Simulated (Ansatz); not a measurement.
# Mn3IrN: the cost of one run

Method: reference: DFT r2SCAN, plane waves, PAW, scalar-relativistic, no spin polarisation, in Ansatz 0.2.0.

## (1) The structure to begin with

It takes space group Pm-3m (No. 221, cubic). The conventional cell has a = 3.907 Å, b = 3.907 Å, c = 3.907 Å, α = 90.00°, β = 90.00°, γ = 90.00°. Around Ir (site symmetry m-3m) lie 12 Mn at 2.76 Å. Mn (site symmetry 4/mmm) is surrounded by 2 N at 1.95 Å. N (site symmetry m-3m) has 6 Mn at 1.95 Å as nearest neighbours.

As a file:

```cif
data_structure
_symmetry_space_group_name_H-M 'P 1'
_symmetry_Int_Tables_number 1
_cell_length_a 3.9074
_cell_length_b 3.9074
_cell_length_c 3.9074
_cell_angle_alpha 90.000
_cell_angle_beta 90.000
_cell_angle_gamma 90.000
_cell_volume 59.66
loop_
_atom_site_label
_atom_site_type_symbol
_atom_site_fract_x
_atom_site_fract_y
_atom_site_fract_z
_atom_site_occupancy
Ir1 Ir 0.00000 0.00000 0.00000 1
Mn1 Mn 0.00000 0.50000 0.50000 1
Mn2 Mn 0.50000 0.00000 0.50000 1
Mn3 Mn 0.50000 0.50000 0.00000 1
N1 N 0.50000 0.50000 0.50000 1
```

## (2) Reference

Contents of input.yaml:

```yaml
crystal:
  lattice:
    - [3.907418, 0.0, 0.0]
    - [0.0, 3.907418, 0.0]
    - [0.0, 0.0, 3.907418]
  atoms:
    - { symbol: Ir, position: [0.0, 0.0, 0.0] }
    - { symbol: Mn, position: [0.0, 0.5, 0.5] }
    - { symbol: Mn, position: [0.5, 0.0, 0.5] }
    - { symbol: Mn, position: [0.5, 0.5, 0.0] }
    - { symbol: "N", position: [0.5, 0.5, 0.5] }
  symmetry: { tolerance: 0.0003 }
kpoints:
  mp_grid: { grid: [5, 5, 5], shift: [0, 0, 0] }
magnetization:
  spin_polarized: false
scf:
  occupations: { method: fermi_dirac }
hamiltonian:
  pseudopotentials: { kind: paw }
  xc: r2scan
basis:
  ecutwfc: 500
output:
  forces: true
  stress: true
  eigenvalues: true
```

Run with:

```console
$ ansatz run input.yaml --threads 1 --pin off --max-ram 2560MiB --backend cpu --events-out ev --progress --plain --runs-dir out
```

What time and memory should one allow on 1 thread of an x86-64 CPU, shared host?

About 2.4 s, with a peak of 0.54 GiB.
